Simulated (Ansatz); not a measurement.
# TiO2: strong compression

An exercise on one series of results from a longer session: the logs are not shown, and one member is left open.

Method: DFT, PBE, PAW with Ansatz's default frozen-core files, scalar-relativistic, in Ansatz 0.2.0.

1 further run of the same task is left out (it didn't finish). Runs told in other sessions of the task aren't counted.

## Starting point

Symmetry: P4_2/mnm, No. 136, tetragonal system. Conventional cell: a = 4.496 Å, b = 4.496 Å, c = 2.968 Å, α = 90.00°, β = 90.00°, γ = 90.00°. Ti (site symmetry mmm) has 6 O at 1.93 to 1.94 Å in its first shell of neighbours. O (site symmetry m2m) is surrounded by 3 Ti at 1.93 to 1.94 Å.

As a file:

```cif
data_structure
_symmetry_space_group_name_H-M 'P4_2/mnm'
_symmetry_Int_Tables_number 136
_cell_length_a 4.4964
_cell_length_b 4.4964
_cell_length_c 2.9677
_cell_angle_alpha 90.000
_cell_angle_beta 90.000
_cell_angle_gamma 90.000
_cell_volume 60.00
loop_
_atom_site_label
_atom_site_type_symbol
_atom_site_symmetry_multiplicity
_atom_site_Wyckoff_symbol
_atom_site_fract_x
_atom_site_fract_y
_atom_site_fract_z
_atom_site_occupancy
Ti1 Ti 2 a 0.00000 0.00000 0.00000 1
O1 O 4 f 0.30500 0.30500 0.00000 1
```

The file gives the conventional cell by its symmetry; the runs use the cell typed in the input.

Whether this phase is the stable one at these pressures isn't tested.

Atoms are numbered in the order of the input: Ti1, Ti2, O3, O4, O5, O6.

Set-up of the first run:

input.yaml reads:

```yaml
crystal:
  lattice:
    - [4.4964431302, 0.0, 0.0]
    - [0.0, 4.4964431302, 0.0]
    - [0.0, 0.0, 2.967652466]
  atoms:
    - { symbol: Ti, position: [0.0, 0.0, 0.0] }
    - { symbol: Ti, position: [0.5, 0.5, 0.5] }
    - { symbol: O, position: [0.305, 0.305, 0.0] }
    - { symbol: O, position: [0.695, 0.695, 0.0] }
    - { symbol: O, position: [0.805, 0.195, 0.5] }
    - { symbol: O, position: [0.195, 0.805, 0.5] }
kpoints:
  mp_grid: { grid: [8, 8, 11] }
scf:
  occupations: { method: fermi_dirac, width: 0.08 }
hamiltonian:
  xc: pbe
  pseudopotentials: { kind: paw }
output:
  forces: true
  stress: true
relax:
  f_tol: 0.005
  max_steps: 40
  cell: {}
```

Started as:

```console
$ ansatz run input.yaml --threads 2 --pin off --max-ram 5120MiB --backend cpu --events-out ev --progress --plain --runs-dir out
```

Among the steps run: Cell relaxed at zero pressure, PAW; Volume scaled by 1, PAW; Volume scaled by 1, PAW (cutoff 300 eV); Shape and atoms relaxed at 0.94 of the volume, PAW; More of the same log: shape and atoms relaxed at 0.94 of the volume; Volume scaled by 0.94, PAW; Shape and atoms relaxed at 0.88 of the volume, PAW; More of the same log: shape and atoms relaxed at 0.88 of the volume; Volume scaled by 0.88, PAW; Shape and atoms relaxed at 0.8 of the volume, PAW; Volume scaled by 0.8, PAW; Shape and atoms relaxed at 0.72 of the volume, PAW; Volume scaled by 0.72, PAW; Shape and atoms relaxed at 0.62 of the volume, PAW; More of the same log: shape and atoms relaxed at 0.62 of the volume; Volume scaled by 0.62, PAW; Volume scaled by 0.62, PAW (cutoff 1000 eV).

One of the session's tables, all rows but one given; the rest of the session is left out.

```
              method  volume over the first  volume (Å³/atom)  pressure (GPa)  gap on the k mesh (eV)  largest force (eV/Å)
                 PAW                      1            10.650            0.01                    1.86                 0.000
                 PAW                   0.94            10.011           14.77                    1.91                 0.000
                 PAW                   0.88             9.372           35.72                    2.02                 0.000
                 PAW                    0.8                 ?               ?                       ?                     ?
                 PAW                   0.72             7.668          141.96                    2.51                 0.001
                 PAW                   0.62             6.603          279.07                    2.79                 0.003
PAW (cutoff 1000 eV)                   0.62             6.603          278.78                    2.79                 0.004
 PAW (cutoff 300 eV)                      1            10.650           -1.62                    1.81                 0.084
```

Q: Estimate the row for PAW, 0.8 from the others.

The run gave: volume (Å³/atom): 8.520; pressure (GPa): 77.13; gap on the k mesh (eV): 2.23; largest force (eV/Å): 0.001. In the column «volume (Å³/atom)» it lies between PAW, 0.72 (7.668) and PAW, 0.88 (9.372).

Caveats from the session: Warnings in the runs' records: cutoff below recommended.
